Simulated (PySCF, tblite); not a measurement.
# C2H7N2Si2 radical: geometry, infrared bands and EPR parameters

Wanted: the infrared bands and EPR parameters of C2H7N2Si2 radical (`C#C[SiH2]N[SiH2][NH]`), by calculation.

Computed with tblite 0.8.0 and PySCF 2.14.0, with density-fitted response routines of our own, on a single molecule in the gas phase. Atoms count from 0, in the outputs and in this text.

## Step 1: The starting structure

13 atoms, charge 0, multiplicity 2; geometry from: force field or distance geometry start.

Bonds of the start (Å): C0–C1 1.19, C1–Si2 1.89, Si2–N3 1.67, N3–Si4 1.68, Si4–N5 1.75, C0–H6 1.07, Si2–H7 1.50, Si2–H8 1.49, N3–H9 1.02, Si4–H10 1.47, Si4–H11 1.48, N5–H12 1.02.

## Step 2: Optimising the geometry with GFN2-xTB

The job: settings as JSON, then the geometry in Å.

```
{"job": {"kind": "relax", "xc": "GFN2-xTB", "basis": "xTB"}, "charge": 0, "multiplicity": 2}
C     -3.584100    -0.559400     0.493600
C     -2.526000    -0.098400     0.186100
Si    -0.822900     0.589700    -0.260300
N      0.358300    -0.243100     0.571100
Si     1.899300     0.289400     0.180700
N      2.325500    -1.155100    -0.705500
H     -4.534100    -0.967300     0.762700
H     -0.818600     2.032200     0.137500
H     -0.683300     0.486900    -1.736400
H      0.407000    -1.199800     0.213800
H      2.731100     0.405800     1.383900
H      1.940100     1.471300    -0.712500
H      3.303400    -1.051400    -0.982900
```

Launch:

```bash
OMP_NUM_THREADS=1 python probes_run.py task.json out
```

One launch serves the whole session: the jobs run in the order shown.

**Question.** This job is followed by: GFN2-xTB harmonic vibrations, gas phase; UKS B3LYP, pcH-1 on C H N Si, non-relativistic, mean-field spin-orbit, GIAO. Predict these results of the whole session: strongest single infrared mode (GFN2-xTB); zero-point energy (GFN2-xTB); g(iso) (B3LYP); ⟨S²⟩; largest a(iso) (averaged by class); potential on the surface of density 0.002 e/bohr³, 1st and 99th percentile.

**Answer**, as computed:

| quantity | value |
| --- | --- |
| strongest single infrared mode (GFN2-xTB) | 2202 cm⁻¹, 355 km/mol |
| zero-point energy (GFN2-xTB) | 49.1 kcal/mol |
| g(iso) (B3LYP) | 2.00575 |
| ⟨S²⟩ | 0.754 (exact 0.75) |
| largest a(iso) (averaged by class) | 1H on H10, H11, 65.7 MHz |
| potential on the surface of density 0.002 e/bohr³, 1st and 99th percentile | -1.50 V and 1.72 V |

**Reading.** Relaxing lowered the energy by 0.915 eV in 75 steps; the close pair that moved most is N3–Si4, from 1.676 to 1.758 Å. The frame itself reshapes: Si2···Si4 goes from 2.77 to 3.14 Å. All 33 modes are real, so the xTB geometry is a minimum. The strongest single mode, at 2202 cm⁻¹, moves mainly H8. Unscaled tight-binding wavenumbers are off by several per cent, some by more. Its intensities can rank the bands wrongly. N5 carries the largest spin population, 0.93 e. The isotropic g lies 3.4 ppt above the free-electron value. These values are for one conformer; the search (at its own cheap level) found 2 more, at 0.68, 1.34 kcal/mol, and measured spectra average over such forms.
